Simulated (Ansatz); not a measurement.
## the Sc-Cu system: a small convex hull, step by step

Program: Ansatz 0.2.0 through its Python package.

The cells in order, each with its output:

```python
from collections import Counter
import warnings

import ansatz
from ase import Atoms
import matplotlib.pyplot as plt
from pymatgen.analysis.phase_diagram import PDEntry, PhaseDiagram
from pymatgen.core import Composition
```

```python
def run_phase(name, crystal):
    calc = crystal.calculation()
    calc = calc.functional("lda").basis(420)
    calc = calc.kpoints(spacing=0.27)
    calc = calc.occupations("gaussian", width=0.1)
    calc = calc.relax(force_tolerance=0.03, max_steps=40, fix_cell=["shape"])
    return calc.run()
```

```python
def counts(outcome):
    return Counter(site.symbol for site in outcome.lattice.sites)
```

```python
warnings.simplefilter("ignore", ansatz.DeckWarning)
```

```python
phases = {}
atoms = Atoms(
    ["Sc", "Cu", "Cu", "Cu"],
    scaled_positions=[
        [0.0, 0.0, 0.0],
        [0.5, 0.5, 0.5],
        [0.25, 0.25, 0.25],
        [0.75, 0.75, 0.75],
    ],
    cell=[
        [0.0, 3.033472, 3.033472],
        [3.033472, 0.0, 3.033472],
        [3.033472, 3.033472, 0.0],
    ],
    pbc=True,
)
sccu3_fm_3m = ansatz.Crystal.from_ase(atoms)
phases["ScCu3 Fm-3m"] = sccu3_fm_3m
atoms = Atoms(
    ["Sc", "Cu"],
    scaled_positions=[
        [0.5, 0.5, 0.5],
        [0.0, 0.0, 0.0],
    ],
    cell=[
        [3.256, 0.0, 0.0],
        [0.0, 3.256, 0.0],
        [0.0, 0.0, 3.256],
    ],
    pbc=True,
)
sccu_pm_3m = ansatz.Crystal.from_ase(atoms)
phases["ScCu Pm-3m"] = sccu_pm_3m
sc = (
    ansatz.Lattice.from_parameters(3.309, 3.309, 5.2733, alpha=90, beta=90, gamma=120)
    .space_group(194)
    .atom("Sc", [1 / 3, 2 / 3, 0.25])
)
phases["Sc"] = sc
atoms = Atoms(
    ["Cu"],
    scaled_positions=[
        [0.0, 0.0, 0.0],
    ],
    cell=[
        [0.0, 1.8075, 1.8075],
        [1.8075, 0.0, 1.8075],
        [1.8075, 1.8075, 0.0],
    ],
    pbc=True,
)
cu = ansatz.Crystal.from_ase(atoms)
phases["Cu"] = cu
```

```python
done = {}
for name, crystal in phases.items():
    done[name] = run_phase(name, crystal)
    print(f"{name}: {done[name].report['energy_sigma0_ev']:.4f} eV, {len(done[name].lattice.sites)} atoms")

entries = [PDEntry(Composition(dict(counts(o))), o.report["energy_sigma0_ev"], name=name) for name, o in done.items()]
diagram = PhaseDiagram(entries)
rows = [(e.name, e.composition.get_atomic_fraction("Cu"), diagram.get_form_energy_per_atom(e), diagram.get_e_above_hull(e)) for e in entries]
rows.sort(key=lambda row: row[1])
print("     phase       x(Cu)  E_form (eV/atom)  above hull (eV/atom)")
for row in rows:
    print(f"{str(row[0]):>10}  {row[1]:10.3f}  {row[2]:16.4f}  {row[3]:20.4f}")
print("on the hull of these phases:", ", ".join(row[0] for row in rows if row[3] < 1e-6))
stable = [row for row in rows if row[3] < 1e-6]
plt.figure(figsize=(4.5, 3.2))
plt.plot([row[1] for row in stable], [row[2] for row in stable], "k-o")
plt.plot([row[1] for row in rows], [row[2] for row in rows], "r.")
plt.xlabel("fraction of Cu")
plt.ylabel("formation energy (eV/atom)")
plt.tight_layout()
plt.savefig("hull.png", dpi=100)
```

    ScCu3 Fm-3m: -21756.8013 eV, 4 atoms
    ScCu Pm-3m: -8645.2919 eV, 2 atoms
    Sc: -4178.0185 eV, 2 atoms
    Cu: -6555.7182 eV, 1 atoms
         phase       x(Cu)  E_form (eV/atom)  above hull (eV/atom)
            Sc       0.000            0.0000                0.0000
    ScCu Pm-3m       0.500           -0.2822                0.0000
    ScCu3 Fm-3m       0.750           -0.1594                0.0000
            Cu       1.000            0.0000                0.0000
    on the hull of these phases: Sc, ScCu Pm-3m, ScCu3 Fm-3m, Cu

Notes:
- Total energies depend on the potentials; only differences at equal settings carry meaning.
- No spin polarisation was allowed.
- Atoms and volume are relaxed with the cell's shape held, which in cells of lower than cubic symmetry can hide stresses and shift volumes.
- The cells come from databases of deposited and of computed structures, and not all need be stable phases.
- Differences under about 40 meV an atom lie within the error of mesh and functional, so such verdicts may flip; only the cells listed enter the hull.
- Timing: 28 s on 1 thread of Arm Neoverse V2, on a shared host, peak memory 0.5 GiB.

(Lines on the test bed's own set-up are left out of the output.)
